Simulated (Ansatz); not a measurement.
# ClH2InO2: molecular dynamics

Aim: follow the molecule's vibrations and see whether its bonds hold. The start is relaxed first. Runs: 150 steps of 1 fs at constant energy, with velocities drawn for 2000 K; 40 steps of 2.5 fs at constant energy, with velocities drawn for 300 K.

Method: RKS B3LYP/def2-SVP, in Ansatz 0.2.0.

### 1 Starting point

Bond lengths: In1–Cl2 2.440 Å, In1–O3 1.990 Å, O3–H4 1.010 Å, In1–O5 1.990 Å, O5–H6 1.010 Å. Angles: Cl2–In1–O3 120.0°, Cl2–In1–O5 120.0°, O3–In1–O5 120.0°, In1–O3–H4 109.5°, In1–O5–H6 109.5°.

Coordinates:

```xyz
6

In    0.0000    0.0000    0.0000
Cl    0.0000    0.0000    2.4400
O     1.7233    0.0000   -0.9950
H     2.0232   -0.9519   -1.1499
O    -1.7233    0.0000   -0.9950
H    -2.2330   -0.8467   -0.7865
```

### 2 Relaxing the start

Contents of input.yaml:

```yaml
crystal:
  periodic: [false, false, false]
  atoms:
    - { symbol: In, position_ang: [0.0, 0.0, 0.0] }
    - { symbol: Cl, position_ang: [0.0, 0.0, 2.44] }
    - { symbol: O, position_ang: [1.7233, 0.0, -0.995] }
    - { symbol: H, position_ang: [2.0232, -0.9519, -1.1499] }
    - { symbol: O, position_ang: [-1.7233, 0.0, -0.995] }
    - { symbol: H, position_ang: [-2.233, -0.8467, -0.7865] }
basis:
  gaussian: { orbitals: def2-SVP }
hamiltonian:
  xc: b3lyp
relax:
  f_tol: 0.02
  max_steps: 40
```

On the command line:

```bash
ansatz run input.yaml --threads 1 --pin off --max-ram 2048MiB --backend cpu --events-out ev --progress --plain --runs-dir out
```

Output, cut to the lines that bear on the results:

```text
Warning: RAYON_NUM_THREADS=1 ignored (pool sized by the plan → 1); use --threads N
[...]
Functional definition: B3LYP
[...]
924 factors; integrals over basis functions are off by at most 2.7e-4 eV
[...]
mean field -21819.45678251 eV, -801.8502469981 hartree, gradient 1.3e-5 eV, S^2 0.000000; 0 other end points of the search recorded, 0 dependent functions left out
[...]
reference -21819.45704102 eV, -801.8502564984 hartree; 28, 28 occupied and 54, 54 virtual orbitals, 924 factors
relax step   1: F+E_penalty+E_count = -21819.45678251 eV  Δ(F+E_penalty+E_count) = +0.000e0 eV  max|allowed force component| = 1.701e0 eV/Å  Δτ_max = 0.0000 Å  (28 SCF iters, accepted)
[...]
relax step   3: F+E_penalty+E_count = -21819.55660566 eV  Δ(F+E_penalty+E_count) = +1.771e-2 eV  max|allowed force component| = 1.958e0 eV/Å  Δτ_max = 0.1930 Å  (31 SCF iters, rejected (line search))
[...]
relax step   5: F+E_penalty+E_count = -21819.67400932 eV  Δ(F+E_penalty+E_count) = -3.887e-2 eV  max|allowed force component| = 2.772e-1 eV/Å  Δτ_max = 0.0994 Å  (30 SCF iters, accepted)
[...]
relax step   7: F+E_penalty+E_count = -21819.75093353 eV  Δ(F+E_penalty+E_count) = -4.366e-2 eV  max|allowed force component| = 2.814e-1 eV/Å  Δτ_max = 0.2000 Å  (32 SCF iters, accepted)
[...]
relax step   9: F+E_penalty+E_count = -21819.80091216 eV  Δ(F+E_penalty+E_count) = -1.782e-2 eV  max|allowed force component| = 4.594e-2 eV/Å  Δτ_max = 0.1358 Å  (30 SCF iters, accepted)
[...]
relax step  10: F+E_penalty+E_count = -21819.80137812 eV  Δ(F+E_penalty+E_count) = -4.660e-4 eV  max|allowed force component| = 8.980e-3 eV/Å  Δτ_max = 0.0227 Å  (28 SCF iters, accepted)
924 factors; integrals over basis functions are off by at most 7.6e-4 eV
[...]
mean field -21819.80137812 eV, -801.8629106534 hartree, gradient 1.5e-5 eV, S^2 0.000000; 1 other end points of the search recorded, 0 dependent functions left out
[...]
reference -21819.80162577 eV, -801.8629197542 hartree; 28, 28 occupied and 54, 54 virtual orbitals, 924 factors
Total energy: -21819.80162577 eV, -801.8629197542 hartree
Atom 0 at     0.068762    -0.238064     0.088782 Å, force     0.001862    -0.001749    -0.002209 eV/Å
Atom 1 at    -0.207297     0.144297     2.391654 Å, force     0.001088     0.001114     0.000851 eV/Å
Atom 2 at     1.915250    -0.315772    -0.659299 Å, force    -0.008980    -0.002000    -0.000597 eV/Å
Atom 3 at     1.882823    -0.486201    -1.612920 Å, force     0.008924     0.002071    -0.001375 eV/Å
Atom 4 at    -1.522194    -0.482118    -1.099289 Å, force     0.004966     0.000886     0.006535 eV/Å
Atom 5 at    -2.347145    -0.420742    -0.595328 Å, force    -0.007861    -0.000322    -0.003206 eV/Å
Dipole moment:    -0.238638    -0.054138    -0.266524 e Å
```

Wall time 45 s (1 thread of Arm Neoverse V1, shared host); peak memory 0.17 GiB.

Step by step:

```csv
step,energy from step 1 (eV),largest force component (eV/Å)
1,0.0000,1.7014
2,-0.1175,1.4171
3x,-0.0998,1.9578
4,-0.1784,0.6436
5,-0.2172,0.2772
6,-0.2505,0.2735
7,-0.2942,0.2814
8,-0.3263,0.2196
9,-0.3441,0.0459
10,-0.3446,0.0090
```

Step 1 is the start. 1 step was tried and not accepted (marked x).

After: Bond lengths: In1–Cl2 2.351 Å, In1–O3 1.994 Å, O3–H4 0.969 Å, In1–O5 2.001 Å, O5–H6 0.969 Å. Angles: Cl2–In1–O3 118.9°, Cl2–In1–O5 120.5°, O3–In1–O5 120.6°, In1–O3–H4 110.2°, In1–O5–H6 111.1°.

### 3 Run 1

150 steps of 1 fs at constant energy, with velocities drawn for 2000 K, from the relaxed start.

Contents of input.yaml:

```yaml
crystal:
  periodic: [false, false, false]
  atoms:
    - { symbol: In, position_ang: [0.068762, -0.238064, 0.088782] }
    - { symbol: Cl, position_ang: [-0.207297, 0.144297, 2.391654] }
    - { symbol: O, position_ang: [1.91525, -0.315772, -0.659299] }
    - { symbol: H, position_ang: [1.882823, -0.486201, -1.61292] }
    - { symbol: O, position_ang: [-1.522194, -0.482118, -1.099289] }
    - { symbol: H, position_ang: [-2.347145, -0.420742, -0.595328] }
basis:
  gaussian: { orbitals: def2-SVP }
hamiltonian:
  xc: b3lyp
md:
  timestep: 1.0
  n_steps: 150
  ensemble: nve
  temperature: 2000.0
  initial_velocities: maxwell_boltzmann
  seed: 737916
```

On the command line:

```bash
ansatz run input.yaml --threads 1 --pin off --max-ram 2048MiB --backend cpu --events-out ev --progress --plain --runs-dir out
```

Output, cut to the lines that bear on the results:

```text
Warning: RAYON_NUM_THREADS=1 ignored (pool sized by the plan → 1); use --threads N
[...]
Functional definition: B3LYP
[...]
924 factors; integrals over basis functions are off by at most 2.4e-4 eV
[...]
mean field -21819.80138177 eV, -801.8629107876 hartree, gradient 3.5e-5 eV, S^2 0.000000; 0 other end points of the search recorded, 0 dependent functions left out
[...]
reference -21819.80162948 eV, -801.8629198907 hartree; 28, 28 occupied and 54, 54 virtual orbitals, 924 factors
md step     0: t =     0.00 fs  T =  2000.0 K  F+E_penalty+E_count = -21819.80138177 eV  E_kin = 1.034080 eV  conserved = -21818.76730178 eV  (26 SCF iters)
[...]
md step    19: t =    19.00 fs  T =   659.1 K  F+E_penalty+E_count = -21819.08410839 eV  E_kin = 0.340761 eV  conserved = -21818.74334734 eV  (32 SCF iters)
[...]
md step    38: t =    38.00 fs  T =  1053.3 K  F+E_penalty+E_count = -21819.28715009 eV  E_kin = 0.544624 eV  conserved = -21818.74252653 eV  (29 SCF iters)
[...]
md step    57: t =    57.00 fs  T =  1439.6 K  F+E_penalty+E_count = -21819.51101199 eV  E_kin = 0.744347 eV  conserved = -21818.76666504 eV  (32 SCF iters)
[...]
md step    74: t =    74.00 fs  T =   639.2 K  F+E_penalty+E_count = -21819.08835912 eV  E_kin = 0.330481 eV  conserved = -21818.75787815 eV  (28 SCF iters)
md step    75: t =    75.00 fs  T =   639.3 K  F+E_penalty+E_count = -21819.09446447 eV  E_kin = 0.330522 eV  conserved = -21818.76394278 eV  (31 SCF iters)
```

### 4 The output, continued: dynamics from the start

The log, continued, cut to the lines that bear on the results:

```text
md step    76: t =    76.00 fs  T =   380.0 K  F+E_penalty+E_count = -21818.93703901 eV  E_kin = 0.196487 eV  conserved = -21818.74055174 eV  (31 SCF iters)
[...]
md step    94: t =    94.00 fs  T =   937.3 K  F+E_penalty+E_count = -21819.22069711 eV  E_kin = 0.484606 eV  conserved = -21818.73609125 eV  (32 SCF iters)
[...]
md step   112: t =   112.00 fs  T =  1291.3 K  F+E_penalty+E_count = -21819.42424246 eV  E_kin = 0.667663 eV  conserved = -21818.75657912 eV  (29 SCF iters)
[...]
md step   130: t =   130.00 fs  T =  1097.4 K  F+E_penalty+E_count = -21819.33263147 eV  E_kin = 0.567394 eV  conserved = -21818.76523776 eV  (27 SCF iters)
[...]
md step   148: t =   148.00 fs  T =  1209.7 K  F+E_penalty+E_count = -21819.39089320 eV  E_kin = 0.625444 eV  conserved = -21818.76544967 eV  (33 SCF iters)
[...]
md step   149: t =   149.00 fs  T =  1142.2 K  F+E_penalty+E_count = -21819.34207222 eV  E_kin = 0.590544 eV  conserved = -21818.75152814 eV  (32 SCF iters)
[...]
md step   150: t =   150.00 fs  T =  1008.6 K  F+E_penalty+E_count = -21819.26237740 eV  E_kin = 0.521495 eV  conserved = -21818.74088212 eV  (28 SCF iters)
Total energy: -21819.26263341 eV, -801.8431121504 hartree
Atom 0 at     0.077293    -0.227099     0.087050 Å, force     0.254150    -0.501203    -0.730831 eV/Å
Atom 1 at    -0.239585     0.143490     2.399701 Å, force     0.081198    -0.006613    -0.100994 eV/Å
Atom 2 at     2.042707    -0.390487    -0.702268 Å, force    -2.357213     0.862298    -1.882237 eV/Å
Atom 3 at     1.856373    -0.163613    -1.696091 Å, force     0.682523    -0.639937     2.330588 eV/Å
Atom 4 at    -1.626760    -0.476729    -1.052235 Å, force    -1.600804    -0.929118     1.083193 eV/Å
Atom 5 at    -2.520245    -0.863609    -0.662726 Å, force     2.940145     1.214572    -0.699719 eV/Å
Dipole moment:    -0.252038    -0.037093    -0.299548 e Å
```

It took 9.9 min on 1 thread of Arm Neoverse V1, shared host; peak memory 0.17 GiB.

### 5 The trajectory

The trajectory, every 6 steps (energies from step 0):

```csv
time (fs),T (K),potential energy change (meV/atom),total energy change (meV/atom)
0.0,2000,0.0,0.00
6.0,1273,65.3,2.63
12.0,577,126.6,3.98
18.0,867,99.3,1.67
24.0,862,102.9,4.92
30.0,1002,88.8,2.86
36.0,1280,64.4,2.36
42.0,895,100.5,5.35
48.0,704,113.1,1.41
54.0,832,105.0,4.30
60.0,1457,47.8,0.95
66.0,1240,65.8,0.37
72.0,347,147.0,4.64
78.0,698,112.7,0.49
84.0,1046,83.3,1.12
90.0,840,104.4,4.43
96.0,1211,68.2,0.23
102.0,574,126.9,4.06
108.0,643,120.2,3.29
114.0,1443,50.6,2.54
120.0,1210,73.7,5.62
126.0,1004,87.5,1.70
132.0,879,100.4,3.77
138.0,879,100.4,3.82
144.0,963,90.2,0.84
150.0,1009,89.8,4.40
```

time (fs), T (K) and a bar:
```
      0.0       2000 ##############################
      7.0        982 ############
     13.0        784 ########
     20.0        615 #####
     26.0       1133 ##############
     33.0        940 ###########
     39.0       1237 ################
     46.0        395 #
     52.0        982 ############
     59.0       1205 ################
     65.0       1220 ################
     72.0        347 
     78.0        698 ######
     85.0        904 ##########
     91.0       1034 ############
     98.0        770 ########
    104.0        706 #######
    111.0        953 ###########
    117.0       1592 #######################
    124.0        749 #######
    130.0       1097 ##############
    137.0        868 #########
    143.0        784 ########
    150.0       1009 ############
```

Maxima of the velocity power spectrum (cm⁻¹, relative height; resolution about 440 cm⁻¹): 610 (100), 3840 (36).

### 6 Snapshots as a file

Extended XYZ, with forces in eV/Å:

```xyz
6
time_fs=19.0 T=659 dE=0.7173
In    0.119   -0.244    0.132   -3.153   -0.242   -1.636
Cl   -0.260    0.161    2.384    0.033    0.003    0.353
O     1.817   -0.346   -0.801    1.248    0.613   -2.705
H     1.816   -0.102   -1.800   -0.252   -0.661    2.465
O    -1.655   -0.439   -1.231   -0.184   -1.164    2.565
H    -2.441   -0.945   -0.764    2.308    1.452   -1.043
6
time_fs=38.0 T=1053 dE=0.5142
In    0.094   -0.255    0.131    2.095    0.177   -0.080
Cl   -0.309    0.176    2.404    0.144   -0.083    0.016
O     1.871   -0.351   -0.979   -1.971    0.748   -1.032
H     1.492   -0.098   -1.898    0.964   -0.636    1.843
O    -1.424   -0.381   -1.092   -3.205   -2.427    0.798
H    -2.118   -1.046   -0.644    1.974    2.221   -1.546
6
time_fs=56.0 T=1205 dE=0.4261
In    0.119   -0.261    0.129    0.264    0.198    0.870
Cl   -0.343    0.183    2.423    0.299   -0.127   -0.414
O     1.748   -0.311   -1.005    0.366   -0.190   -1.074
H     1.575   -0.479   -1.975   -0.096    0.233    1.513
O    -1.391   -0.399   -1.062   -3.291   -0.558   -1.379
H    -2.392   -0.577   -1.043    2.457    0.445    0.484
6
time_fs=75.0 T=639 dE=0.7069
In    0.152   -0.260    0.155   -2.389   -0.055   -0.977
Cl   -0.352    0.180    2.408    0.138   -0.053   -0.170
O     1.712   -0.283   -1.014    1.309    0.372    0.743
H     1.369   -0.723   -1.778   -0.212   -0.502   -1.306
O    -1.577   -0.443   -1.252    2.475   -0.004    1.556
H    -2.102   -0.095   -0.531   -1.322    0.242    0.154
6
time_fs=94.0 T=937 dE=0.5807
In    0.118   -0.259    0.151    0.425    0.142   -1.883
Cl   -0.345    0.172    2.382    0.166    0.013    0.348
O     1.823   -0.295   -1.062   -0.268    1.034    3.877
H     1.628   -0.626   -1.900   -0.911   -1.030   -2.534
O    -1.464   -0.423   -1.071    4.688   -1.805   -0.306
H    -2.307   -0.118   -1.084   -4.100    1.646    0.498
6
time_fs=112.0 T=1291 dE=0.3771
In    0.107   -0.254    0.116    1.850    0.477    2.012
Cl   -0.324    0.165    2.385    0.165   -0.016    0.086
O     1.796   -0.314   -0.923    0.821    0.219    1.941
H     1.468   -0.447   -1.787   -0.399   -0.316   -2.168
O    -1.398   -0.438   -0.991   -0.160   -1.057   -2.677
H    -2.244   -0.159   -0.749   -2.278    0.693    0.806
6
time_fs=131.0 T=1111 dE=0.4676
In    0.126   -0.237    0.115   -2.854   -0.170   -1.286
Cl   -0.287    0.156    2.396    0.111   -0.050   -0.076
O     1.836   -0.357   -0.795    1.317    0.179   -1.472
H     1.886   -0.205   -1.778   -0.396   -0.240    1.355
O    -1.677   -0.490   -1.163    1.145    0.343    2.528
H    -2.371   -0.452   -0.445    0.676   -0.061   -1.049
6
time_fs=150.0 T=1009 dE=0.5390
In    0.077   -0.227    0.087    0.254   -0.501   -0.731
Cl   -0.240    0.143    2.400    0.081   -0.007   -0.101
O     2.043   -0.391   -0.702   -2.357    0.862   -1.882
H     1.856   -0.164   -1.696    0.682   -0.640    2.331
O    -1.627   -0.477   -1.052   -1.601   -0.929    1.083
H    -2.520   -0.864   -0.663    2.940    1.215   -0.700
```

On run 1: The temperature starts at 2000 K and averages 943 K in the second half, where it ranges from 368 to 1717 K; a mean near half the start is what vibrations about a minimum give, since they share energy equally between motion and strain. The total energy strays from its start by at most 5.97 meV/atom, 7.2 % of the mean kinetic energy, which is poor: the step of 1 fs is too long for the fastest motion. The bonding pattern survives the run.

### 7 Run 2

40 steps of 2.5 fs at constant energy, with velocities drawn for 300 K, from the relaxed start.

Edit input.yaml of step 3 so:

```diff
@@ -14,7 +14,7 @@
 md:
-  timestep: 1.0
-  n_steps: 150
+  timestep: 2.5
+  n_steps: 40
   ensemble: nve
-  temperature: 2000.0
+  temperature: 300.0
   initial_velocities: maxwell_boltzmann
-  seed: 737916
+  seed: 579828
```

On the command line:

```bash
ansatz run input.yaml --threads 1 --pin off --max-ram 2048MiB --backend cpu --events-out ev --progress --plain --runs-dir out
```

Output, cut to the lines that bear on the results:

```text
Warning: RAYON_NUM_THREADS=1 ignored (pool sized by the plan → 1); use --threads N
[...]
Functional definition: B3LYP
[...]
924 factors; integrals over basis functions are off by at most 2.4e-4 eV
[...]
mean field -21819.80138177 eV, -801.8629107876 hartree, gradient 3.5e-5 eV, S^2 0.000000; 0 other end points of the search recorded, 0 dependent functions left out
[...]
reference -21819.80162948 eV, -801.8629198907 hartree; 28, 28 occupied and 54, 54 virtual orbitals, 924 factors
md step     0: t =     0.00 fs  T =   300.0 K  F+E_penalty+E_count = -21819.80138177 eV  E_kin = 0.155112 eV  conserved = -21819.64626978 eV  (26 SCF iters)
[...]
md step    10: t =    25.00 fs  T =  3140.3 K  F+E_penalty+E_count = -21819.07119196 eV  E_kin = 1.623680 eV  conserved = -21817.44751193 eV  (31 SCF iters)
[...]
md step    39: t =    97.50 fs  T = 557394.1 K  F+E_penalty+E_count = -21807.14312218 eV  E_kin = 288.195065 eV  conserved = -21518.94805736 eV  (464 SCF iters)
[...]
md step    40: t =   100.00 fs  T = 557404.2 K  F+E_penalty+E_count = -21807.13365819 eV  E_kin = 288.200285 eV  conserved = -21518.93337315 eV  (408 SCF iters)
Total energy: -21807.13408100 eV, -801.3973960705 hartree
Atom 0 at     0.201686    -0.228930    -0.061656 Å, force     0.589946     0.066352     0.518151 eV/Å
Atom 1 at    -0.337088     0.079739     2.281543 Å, force     0.005733    -0.026134    -0.316432 eV/Å
Atom 2 at     2.199545    -0.435044    -0.648482 Å, force    -1.579902    -0.541649    -1.681678 eV/Å
Atom 3 at     1.987304    -0.742979    -1.593529 Å, force     0.994024     0.499733     1.474663 eV/Å
Atom 4 at     5.935922    -1.971152    -5.811796 Å, force    -0.009842     0.001703     0.005325 eV/Å
Atom 5 at  -135.915717    26.593091    95.018967 Å, force     0.000041    -0.000005    -0.000029 eV/Å
Dipole moment:     2.086298    -0.499957    -2.074509 e Å
```

Wall time 7.1 min (1 thread of Arm Neoverse V1, shared host); peak memory 0.2 GiB.

### 8 What the atoms did

The trajectory, every 2 steps (energies from step 0):

```csv
time (fs),T (K),potential energy change (meV/atom),total energy change (meV/atom)
0.0,300,0.0,0.00
5.0,209,18.6,10.82
10.0,137,29.8,15.80
15.0,303,17.3,17.63
20.0,1546,281.7,389.03
25.0,3140,121.7,366.46
30.0,566499,1327.1,50118.37
35.0,565870,1372.5,50109.50
40.0,564319,1506.8,50110.20
45.0,561901,1718.0,50113.01
50.0,560044,1879.4,50114.48
55.0,559102,1960.2,50114.03
60.0,558850,1979.9,50111.99
65.0,558394,2019.5,50112.38
70.0,557885,2064.9,50113.80
75.0,557621,2087.8,50113.98
80.0,557591,2089.6,50113.16
85.0,557642,2087.1,50115.08
90.0,557638,2086.2,50113.89
95.0,557453,2101.8,50113.49
100.0,557404,2111.3,50118.82
```

time (fs), T (K) and a bar:
```
      0.0        300 
      5.0        209 
      7.5        187 
     12.5        104 
     17.5        601 
     22.5        318 
     25.0       3140 
     30.0     566499 ##############################
     35.0     565870 ##############################
     40.0     564319 ##############################
     42.5     563119 ##############################
     47.5     560862 ##############################
     52.5     559439 ##############################
     57.5     558964 ##############################
     60.0     558850 ##############################
     65.0     558394 ##############################
     70.0     557885 ##############################
     75.0     557621 ##############################
     77.5     557576 ##############################
     82.5     557628 ##############################
     87.5     557677 ##############################
     92.5     557527 ##############################
     95.0     557453 ##############################
    100.0     557404 ##############################
```

Bonds that form or break, judged by distance (formed within 1.15 times the sum of covalent radii and held on average over 10 fs, broken when stretched by half; pairs already stretched at the start don't count as bonds):

```csv
time (fs),bond,event
30.0,O5–H6,breaks
52.5,In1–O5,breaks
```

On run 2: The run blows up, reaching 566499 K, so it describes no real motion.

### 9 Outcome

| quantity | value |
| --- | --- |
| relaxation of the start | 8 moves, 0.345 eV lower |
| run 1: length | 150 steps of 1 fs |
| run 1: temperature, first and last step | 2000 and 1009 K |
| run 1: temperature, second half | mean 943 K, from 368 to 1717 K |
| run 1: potential energy, second half | +94 meV/atom from this run's first step |
| run 1: largest change of the total energy | 5.97 meV/atom |
| run 1: bonds formed or broken | 0 |
| run 2: length | 40 steps of 2.5 fs |
| run 2: temperature, first and last step | 300 and 557404 K |
| run 2: temperature, second half | mean 558110 K, from 557394 to 560044 K |
| run 2: potential energy, second half | +2046 meV/atom from this run's first step |
| run 2: largest change of the total energy | 50118.82 meV/atom |
| run 2: bonds formed or broken | 2 |

What this shows: Mean temperatures of the second halves: 943 K, none that means anything (unstable run). Bonds changed in run 2 (an artefact of the unstable or too long step). A run of 100 fs with 6 atoms shows the motion but fixes no equilibrium value. The nuclei move classically, without zero-point motion, which matters most for hydrogen.
